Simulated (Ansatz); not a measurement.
# TiC: the cost of one run

Program: Ansatz 0.2.0, driven from Python. Level of theory: DFT PBE+D4, plane waves, norm-conserving potentials. These are calculated values, not measurements.

The COD entry's cell or inner coordinates are ideal or old and differ from later refinements, so a difference from it is no clean test against experiment.

**1. Starting point**

Symmetry: Fm-3m, No. 225, cubic system. The conventional cell has a = 4.319 Å, b = 4.319 Å, c = 4.319 Å, α = 90.00°, β = 90.00°, γ = 90.00°. Ti (site symmetry m-3m) has 6 C at 2.16 Å as nearest neighbours. Around C (site symmetry m-3m) lie 6 Ti at 2.16 Å.

Input file tic.cif:

```cif
data_TiC
_cell_length_a 3.053711
_cell_length_b 3.053711
_cell_length_c 3.053711
_cell_angle_alpha 60.00000
_cell_angle_beta 60.00000
_cell_angle_gamma 60.00000
_symmetry_space_group_name_H-M 'P 1'
_symmetry_Int_Tables_number 1
loop_
_symmetry_equiv_pos_as_xyz
'x, y, z'
loop_
_atom_site_label
_atom_site_type_symbol
_atom_site_fract_x
_atom_site_fract_y
_atom_site_fract_z
Ti1 Ti    0.000000    0.000000    0.000000
C2 C    0.500000    0.500000    0.500000
```

**2. The code**

vcrelax.py reads:

```python
"""Relax cell and ions of TiC."""

import logging
import sys
import warnings

import ansatz as az
from ase import Atoms
from ase.data import atomic_numbers
from ase.io import write
from ase.io import read
import numpy as np
import spglib

logging.basicConfig(stream=sys.stdout, format="%(name)s: %(message)s")
logger = logging.getLogger("ansatz_job")
logger.setLevel(logging.INFO)

MESH = (9, 9, 9)
SMEARING = "Fermi-Dirac"
DISPERSION = "d4"

def edges_and_angles(cell):
    cell = np.asarray(cell)
    a, b, c = np.linalg.norm(cell, axis=1)
    cosines = cell[1] @ cell[2] / (b * c), cell[0] @ cell[2] / (a * c), cell[0] @ cell[1] / (a * b)
    return (a, b, c, *np.degrees(np.arccos(cosines)))

warnings.simplefilter("ignore", az.DeckWarning)

atoms = read("tic.cif")
structure = az.Crystal.from_ase(atoms)

# every cell quantity that the symmetry leaves free
base = (
    structure.calculation()
    .kpoints(*MESH, center="monkhorst-pack")
    .pseudopotentials("nc")
    .mixing("anderson")
    .scf(algorithm="direct_min")
    .occupations(SMEARING)
    .functional(az.Functional.PBE, dispersion=DISPERSION)
    .relax(cell=True, stress_tolerance=0.05)
)
steps = []


def follow(event):
    if event["event"] != "relax_step":
        return
    row = event["data"]
    steps.append(row)
    logger.info(f"step {row['step']:3d}  E = {row['lagrangian_ev']:.5f} eV  largest force component = {row['allowed_force_max_ev_ang']:.4f} eV/A  P = {row['pressure_gpa']:.3f} GPa")


result = base.session().plan(threads=1).execute(on_event=follow)
rep = result.report

first, last = steps[0], steps[-1]
symbols = [site.symbol for site in result.lattice.sites]
logger.info(f"energy gained {first['lagrangian_ev'] - last['lagrangian_ev']:.4f} eV in {len(steps) - 1} steps")
for label, vectors in (("before", first["cell_ang"]), ("after", result.lattice.cell_ang)):
    print(label, "a b c (A) {:.4f} {:.4f} {:.4f}  angles {:.2f} {:.2f} {:.2f}".format(*edges_and_angles(vectors)), f" V = {abs(np.linalg.det(vectors)):.3f} A^3")
print("final stress xx yy zz (GPa, compression positive):", np.round(np.diag(rep["stress_gpa"]), 3) + 0.0)

fractions = [site.position_frac for site in result.lattice.sites]
numbers = [atomic_numbers[s] for s in symbols]
for tolerance in (1e-3, 1e-2, 1e-1):
    print(f"space group at {tolerance} A:", spglib.get_spacegroup((result.lattice.cell_ang, fractions, numbers), symprec=tolerance))

relaxed = Atoms(symbols, positions=[site.position_ang for site in result.lattice.sites], cell=result.lattice.cell_ang, pbc=True)
write("relaxed.vasp", relaxed, format="vasp")

for key in ("converged", "n_iterations", "n_electrons", "n_kpoints", "n_pw", "n_symmetry_ops", "free_energy_ev", "fermi_energy_ev"):
    logger.info(f"{key:18s} {rep[key]}")
```

**3. What the engine is handed**

The package turns the script's settings into the engine's input:

```yaml
crystal:
  lattice:
    - [3.053711, 0.0, 0.0]
    - [1.5268555000000004, 2.6445913018159817, 0.0]
    - [1.5268555000000004, 0.8815304339386607, 2.493344590641387]
  atoms:
    - { symbol: Ti, position: [0.0, 0.0, 0.0] }
    - { symbol: C, position: [0.49999999999999983, 0.5, 0.5] }
kpoints:
  mp_grid:
    grid: [9, 9, 9]
    shift: [0.0, 0.0, 0.0]
hamiltonian:
  xc: pbe
  dispersion: d4
  pseudopotentials:
    kind: nc
scf:
  algorithm: direct_min
  mixing:
    algorithm: anderson
  occupations:
    method: fermi_dirac
relax:
  cell:
    stress_tol: 0.05
```

**4. Launch**

On the command line:

```console
> python vcrelax.py
```

Q: Estimate wall time and peak memory on 1 thread of Arm Neoverse V2, shared host.

About 19 s, with a peak of 0.44 GiB.
